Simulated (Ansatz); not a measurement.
# Al (hcp type): the cost of one run

Computed with Ansatz 0.2.0 (DFT PBEsol, with the methods named in each step, unless a step's input says otherwise).

This is Al in the hcp structure; at room conditions it is fcc.

1 further run of the same task is left out (it didn't finish). Runs told in other sessions of the task aren't counted.

**1. The starting structure**

It takes space group P6_3/mmc (No. 194, hexagonal). The conventional cell has a = 2.850 Å, b = 2.850 Å, c = 4.637 Å, α = 90.00°, β = 90.00°, γ = 120.00°. Al (site symmetry -6m2) has 12 Al at 2.84 to 2.85 Å in its first shell of neighbours.

Coordinates:

```xyz
2
Lattice="2.8501 0.0000 0.0000 -1.4251 2.4683 0.0000 0.0000 0.0000 4.6366" Properties=species:S:1:pos:R:3 pbc="T T T"
Al    0.0000    1.6455    1.1592
Al    1.4251    0.8228    3.4775
```

Whether this phase is the stable one at these pressures isn't tested.

Atoms are numbered in the order of the input: Al1, Al2.

**2. The reference volume, LAPW**

input.yaml reads:

```yaml
crystal:
  lattice:
    - [2.8501254428, 0.0, 0.0]
    - [-1.4250627214, 2.4682810374, 0.0]
    - [0.0, 0.0, 4.6366134412]
  atoms:
    - { symbol: Al, position: [0.3333333333, 0.6666666667, 0.25] }
    - { symbol: Al, position: [0.6666666667, 0.3333333333, 0.75] }
kpoints:
  mp_grid: { grid: [17, 17, 9] }
  band_path:
    path:
      - [0.0, 0.0, 0.0]
      - [0.5, 0.0, 0.0]
      - [0.3333333333, 0.3333333333, 0.0]
      - [0.0, 0.0, 0.0]
      - [0.0, 0.0, 0.5]
      - [0.5, 0.0, 0.5]
      - [0.3333333333, 0.3333333333, 0.5]
      - [0.0, 0.0, 0.5]
      - [0.5, 0.0, 0.5]
    npoints: 14
scf:
  occupations: { method: fermi_dirac, width: 0.05 }
hamiltonian:
  xc: pbesol
  pseudopotentials: { kind: all_electron, lapw: { basis_error: 0.001 } }
output:
  forces: true
  stress: true
  eigenvalues: true
  populations: true
  dos: { projected: true, de: 0.2, e_range: [-14, 8] }
```

Command:

```
ansatz run input.yaml --threads 1 --pin off --max-ram 2048MiB --backend cpu --events-out ev --progress --plain --runs-dir out
```

Q: Estimate wall time and peak memory on 1 thread of Arm Neoverse V1, shared host.

About 12 s, with a peak of 0.28 GiB.
